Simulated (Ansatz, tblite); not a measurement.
**The cluster B4H10O11: a ladder of methods and basis sets**

An exercise on one series of results from a longer session: the logs are not shown, and one member is left open.

The runs use Ansatz 0.2.0, Gaussian basis; as each input shows.

The runs, in order: GFN1-xTB, GFN2-xTB, PBE-D4/def2-TZVP, r2SCAN-D4/def2-TZVP, PBE-D4/def2-SVP, PBE0-D4/def2-SVP, HF/STO-3G, HF/6-31G, B3LYP-D4/6-31G, MP2/def2-SVP.

5 further runs of the same task are left out: 3 that didn't finish, 2 set aside as unsound or not needed. Runs told in other sessions of the task aren't counted.

## The relaxed structure

The singlet was relaxed beforehand with PBE-D4/def2-SVP.

25 atoms, charge 0, spin multiplicity 1.

Bond lengths: B1–O6 1.389 Å, B1–O7 1.394 Å, B1–O8 1.352 Å, B2–O5 1.381 Å, B2–O7 1.385 Å, B2–O9 1.374 Å, B3–O10 1.388 Å, B3–O11 1.388 Å, B3–O12 1.367 Å, B4–O13 1.382 Å, B4–O14 1.388 Å, B4–O15 1.366 Å, O5–H16 0.988 Å, O6–H17 0.974 Å, O8–H18 0.998 Å, O9–H19 0.991 Å, O10–H20 0.989 Å, O11–H21 0.987 Å and more. Angles: O6–B1–O7 116.7°, O6–B1–O8 121.6°, O7–B1–O8 121.7°, O5–B2–O7 122.5°, O5–B2–O9 118.1°, O7–B2–O9 119.0°, O10–B3–O11 124.2°, O10–B3–O12 119.9°, O11–B3–O12 115.9°, O13–B4–O14 114.3°, O13–B4–O15 126.8°, O14–B4–O15 118.9°, B2–O5–H16 108.0°, B1–O6–H17 111.4°, B1–O7–B2 125.1°, B1–O8–H18 111.2°, B2–O9–H19 109.1°, B3–O10–H20 113.0° and more.

PBE0-D4/def2-TZVP was run before; its log isn't repeated, and its numbers join the tables.

Set-up of the first run:

Tight binding, by tblite at 300 K electronic temperature and without a spin-polarisation term:

```python
tblite.interface.Calculator('GFN1-xTB', numbers, positions, charge=0, uhf=0).singlepoint()
```

Tight binding, by tblite at 300 K electronic temperature and without a spin-polarisation term:

```python
tblite.interface.Calculator('GFN2-xTB', numbers, positions, charge=0, uhf=0).singlepoint()
```

start.molden holds the orbitals of an earlier run on this state, given as this run's starting guess.

Contents of in.yaml:

```yaml
crystal:
  periodic: [false, false, false]
  atoms:
    - {symbol: B, position_ang: [-1.821179, -0.793198, 0.194467]}
    - {symbol: B, position_ang: [0.357144, -1.791086, -0.390076]}
    - {symbol: B, position_ang: [-0.016167, 1.584083, -1.802271]}
    - {symbol: B, position_ang: [1.172176, 0.595280, 1.603124]}
    - {symbol: O, position_ang: [0.341842, -2.731921, 0.620167]}
    - {symbol: O, position_ang: [-2.246964, -1.920656, 0.884871]}
    - {symbol: O, position_ang: [-0.714392, -0.949173, -0.638674]}
    - {symbol: O, position_ang: [-2.431457, 0.403242, 0.346709]}
    - {symbol: O, position_ang: [1.535291, -1.589076, -1.067174]}
    - {symbol: O, position_ang: [1.289772, 1.115159, -1.831527]}
    - {symbol: O, position_ang: [-0.615781, 2.153995, -0.687922]}
    - {symbol: O, position_ang: [-0.791642, 1.513209, -2.925857]}
    - {symbol: O, position_ang: [2.191233, 0.487297, 0.676245]}
    - {symbol: O, position_ang: [0.706851, 1.889641, 1.791456]}
    - {symbol: O, position_ang: [0.576199, -0.427233, 2.285626]}
    - {symbol: H, position_ang: [-0.586525, -2.811713, 0.948018]}
    - {symbol: H, position_ang: [-2.979178, -1.710917, 1.492140]}
    - {symbol: H, position_ang: [-1.928211, 1.126588, -0.121041]}
    - {symbol: H, position_ang: [1.446285, -0.786765, -1.641692]}
    - {symbol: H, position_ang: [1.743572, 1.179895, -0.954797]}
    - {symbol: H, position_ang: [-0.039826, 2.239549, 0.108656]}
    - {symbol: H, position_ang: [-0.306424, 1.091315, -3.655439]}
    - {symbol: H, position_ang: [2.348131, -0.430738, 0.357025]}
    - {symbol: H, position_ang: [-0.017073, 1.896398, 2.444846]}
    - {symbol: H, position_ang: [0.786315, -1.333167, 1.963130]}
basis:
  gaussian: {orbitals: def2-TZVP, initial_orbitals: start.molden}
hamiltonian: {xc: pbe, dispersion: d4}
scf: {omitted_lower_state_checks: [starts]}
output: {orbitals: {seedname: orbitals}}
```

The run is started by

```console
$ ansatz run in.yaml --threads 4 --pin off --events-out ev --progress --plain --max-ram 6963MiB
```

Steps of the session up to this table: PBE-D4/def2-TZVP; r2SCAN-D4/def2-TZVP; PBE-D4/def2-SVP; PBE0-D4/def2-SVP; HF/STO-3G; HF/6-31G; B3LYP-D4/6-31G; MP2/def2-SVP.

One of the session's tables, all rows but one given; the rest of the session is left out.

It belongs to the step «Binding energy». 

| level | binding an atom (eV) |
| --- | --- |
| HF/STO-3G | 3.381 |
| HF/6-31G | 2.927 |
| HF/def2-SVP | 3.408 |
| PBE-D4/def2-SVP | 4.911 |
| PBE-D4/def2-TZVP | ? |
| r2SCAN-D4/def2-TZVP | 4.726 |
| B3LYP-D4/6-31G | 4.377 |
| PBE0-D4/def2-SVP | 4.755 |
| PBE0-D4/def2-TZVP | 4.673 |
| MP2/def2-SVP | 4.650 |

Estimate the missing values for PBE-D4/def2-TZVP.

The run gave: binding an atom (eV): 4.819. In the column «binding an atom (eV)» it lies between PBE0-D4/def2-SVP (4.755) and PBE-D4/def2-SVP (4.911).

Caveats from the session: Free atoms were run apart at each level; binding is atoms less cluster, divided by the number of atoms, without zero-point or spin-orbit terms.
